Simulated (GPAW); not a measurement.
Crystal: Mg5Te.

```xyz
6
Lattice="2.7889 1.6102 5.2850 -2.7889 1.6102 5.2850 0.0000 -3.2203 5.2850" Properties=species:S:1:pos:R:3 pbc="T T T"
Te    0.0000    0.0000    7.9275
Mg    0.0000    0.0000   13.1566
Mg    0.0000    0.0000    2.6984
Mg   -1.8642    0.0086    5.2850
Mg    0.9246   -1.6188    5.2850
Mg    0.9396    1.6102    5.2850
```

The cell comes from a database or a generator and needn't be the stable form of this composition.

Base run:

* Program: GPAW 26.7.0
* Functional: PBEsol
* Potentials or basis: PAW data sets generated in the run's folder for this functional
* Cutoff: 800 eV
* Basis: pw
* k mesh: 4 × 4 × 4
* Occupations: fermi-dirac, width 0.05 eV
* Spin: no spin polarisation

Its results: pressure -0.9 GPa; largest force 0.015 eV/Å.

Task: The run is repeated on the same cell with these changes: functional from PBEsol to LDA; potentials or basis from PAW data sets generated in the run's folder for this functional to the program's PAW data sets (release 1.2.1) made for this functional. What comes out?

Result: Pressure -2.2 GPa; largest force 0.029 eV/Å.
